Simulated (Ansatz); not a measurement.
# Mg: pressure against volume

One table from this session's results is given with a row withheld; the runs are named, their logs left out.

Method: DFT LDA, scalar-relativistic, in Ansatz 0.2.0.

### The starting structure

It takes space group Im-3m (No. 229, cubic). Conventional cell: a = 2.953 Å, b = 2.953 Å, c = 2.953 Å, α = 90.00°, β = 90.00°, γ = 90.00°. Mg (site symmetry m-3m) has 8 Mg at 2.56 Å as nearest neighbours.

Coordinates:

```xyz
1
Lattice="-1.4765 1.4765 1.4765 1.4765 -1.4765 1.4765 1.4765 1.4765 -1.4765" Properties=species:S:1:pos:R:3 pbc="T T T"
Mg    0.0000    0.0000    0.0000
```

Set-up of the first run:

The input, input.yaml:

```yaml
crystal:
  lattice:
    - [-1.4565448511, 1.4565448511, 1.4565448511]
    - [1.4565448511, -1.4565448511, 1.4565448511]
    - [1.4565448511, 1.4565448511, -1.4565448511]
  atoms:
    - { symbol: Mg, position: [0.0, 0.0, 0.0] }
kpoints:
  mp_grid: { grid: [19, 19, 19] }
  band_path:
    path:
      - [0.0, 0.0, 0.0]
      - [0.5, -0.5, 0.5]
      - [0.0, 0.0, 0.5]
      - [0.0, 0.0, 0.0]
      - [0.25, 0.25, 0.25]
      - [0.5, -0.5, 0.5]
      - [0.25, 0.25, 0.25]
      - [0.0, 0.0, 0.5]
    npoints: 5
scf:
  occupations: { method: fermi_dirac, width: 0.03 }
hamiltonian:
  xc: lda
  pseudopotentials: { kind: all_electron, lapw: { basis_error: 0.0005 } }
output:
  forces: true
  stress: true
  eigenvalues: true
```

Started as:

```bash
ansatz run input.yaml --threads 1 --pin off --max-ram 3072MiB --backend cpu --events-out ev --progress --plain --runs-dir out
```

Steps of the session up to this table: Volume × 0.96, LAPW; Volume × 0.96, PAW; Volume × 0.96, crystal datasets; Volume × 0.99, LAPW; Volume × 0.99, PAW; Volume × 0.99, crystal datasets; Volume × 1.02, LAPW; Volume × 1.02, PAW; Volume × 1.02, crystal datasets; Volume × 1.06, LAPW; Volume × 1.06, PAW; Volume × 1.06, crystal datasets.

One table of the session follows, with a row left open; its other results are not shown here.

```
          method  volume (Å³/atom)  pressure (GPa)
            LAPW            12.360           64.87
            LAPW            12.747           57.76
            LAPW            13.133           51.43
            LAPW            13.648           44.04
             PAW            12.360               ?
             PAW            12.747           57.66
             PAW            13.133           51.34
             PAW            13.648           43.96
crystal datasets            12.360           64.87
crystal datasets            12.747           57.76
crystal datasets            13.133           51.43
crystal datasets            13.648           44.04
```

Estimate the missing values for PAW, 12.360.

**Answer.** pressure (GPa): 64.77. In the column «pressure (GPa)» it lies between crystal datasets, 12.747 (57.76) and LAPW, 12.360 (64.87).

Caveats from the session: Warnings in the runs' records: crystal datasets made.
